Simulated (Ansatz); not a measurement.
# BeSiH (quartet): the correlation ladder at angle Be2–Si1–H3 = 70.4°, 6-31G

How much of the correlation energy of BeSiH (quartet) does each wave-function method recover here?

Computed with Ansatz 0.2.0, Gaussian basis. Level: 6-31G, core rule «outside noble gas», up to 6 orbitals frozen.

Plan: UHF; CCSD(T) on ROHF; CCSD(T) on UHF; BCCD(T) on ROHF; CISD as a restricted active space (open shells left free, so some higher excitations enter); CCSDT(Q) on ROHF; CCSDT(Q) on UHF; CCSDTQ on ROHF; CCSDTQ on UHF; CASSCF and MRCISD+Q, 5 electrons in 5 orbitals; CASSCF and NEVPT2, 5 electrons in 5 orbitals; CASSCF and MRCISD+Q, 7 electrons in 9 orbitals; CASSCF and NEVPT2, 7 electrons in 9 orbitals; Full CI.

11 further runs of the same task are left out: 8 that didn't finish, 3 set aside as unsound or not needed. Runs told in other sessions of the task aren't counted.

## Step 1: The geometry

The geometry derives from a PBE0/def2-TZVP stationary point (not a proven minimum). One angle is set to the value named; bond lengths are kept.

3 atoms, charge 0, spin multiplicity 4.

Atoms are counted from 1 here; the program's logs count them from 0.

Bond lengths: Si1–Be2 2.079 Å, Si1–H3 1.489 Å. Angles: Be2–Si1–H3 70.4°.

## Step 2: UHF

The input, in.yaml:

```yaml
crystal:
  periodic: [false, false, false]
  atoms:
    - {symbol: Si, position_ang: [-0.434010, 0.000000, 0.260751]}
    - {symbol: Be, position_ang: [1.264997, 0.000000, -0.937767]}
    - {symbol: H, position_ang: [0.782800, 0.000000, 1.119116]}
basis:
  gaussian: {orbitals: 6-31G}
magnetization: {spin_polarized: true, initial_magnetization: 3}
hamiltonian: {xc: hf}
output: {orbitals: {seedname: orbitals}}
```

Launch:

```sh
$ ansatz run in.yaml --threads 1 --pin off --events-out ev --progress --plain --max-ram 2393MiB
```

Further steps of the session: CCSD(T) on ROHF; CCSD(T) on UHF; BCCD(T) on ROHF; CISD as a restricted active space (open shells left free, so some higher excitations enter); CCSDT(Q) on ROHF; CCSDT(Q) on UHF; CCSDTQ on ROHF; CCSDTQ on UHF; CASSCF and MRCISD+Q, 5 electrons in 5 orbitals; CASSCF and NEVPT2, 5 electrons in 5 orbitals; CASSCF and MRCISD+Q, 7 electrons in 9 orbitals; CASSCF and NEVPT2, 7 electrons in 9 orbitals; Full CI.

**Question.** What will the summary of the whole plan be? Wanted: FCI from the RHF energy; RMP2 from FCI; UMP2 from FCI; RCCSD from FCI; RCCSD(T) from FCI; UCCSD(T) from FCI; RCCSDT(Q) from FCI; UCCSDT(Q) from FCI; NEVPT2 pair from FCI.

**Answer**, as computed:

```
                         quantity                                                                                                                                 value
          FCI from the ROHF energy                                                                                                                            -1.8055 eV
                    RMP2 from FCI                                                                                                                          +56.3 kJ/mol
                    UMP2 from FCI                                                                                                                          +54.8 kJ/mol
                   RCCSD from FCI                                                                                                                           +6.7 kJ/mol
                RCCSD(T) from FCI                                                                                                                           +2.2 kJ/mol
                UCCSD(T) from FCI                                                                                                                           +2.2 kJ/mol
               RCCSDT(Q) from FCI                                                                                                                            0.0 kJ/mol
               UCCSDT(Q) from FCI                                                                                                                            0.0 kJ/mol
             NEVPT2 pair from FCI                                                                                                                          +47.7 kJ/mol
           MRCISD+Q pair from FCI                                                                                                                           +0.9 kJ/mol
          NEVPT2 valence from FCI                                                                                                                          +15.2 kJ/mol
levels within 1 kcal/mol (43 meV)  RCCSD(T), UCCSD(T), BCCD(T), RCCSDT, UCCSDT, RCCSDT(Q), UCCSDT(Q), RCCSDTQ, UCCSDTQ, MRCISD+Q pair, MRCISD valence, MRCISD+Q valence
                    T1 diagnostic                                                                                                                                 0.031
   effectively unpaired electrons                                                                                                                                  3.03
```

In words: RCCSD(T) lands +2.2 kJ/mol from the yardstick (1.3 % of the correlation energy). One determinant dominates. Of the multireference levels listed MRCISD+Q pair comes nearest in total energy (+0.9 kJ/mol), which doesn't show that its space is the better one. These misses are within one basis, not against nature; the frozen cores of restricted and unrestricted runs differ, which can shift their rows.

Levels on UHF freeze UHF's core orbitals, full CI those of ROHF, so the U rows can settle a little off it for that reason alone.

With open shells the CI space here admits some higher excitations, so it is larger than plain CISD.
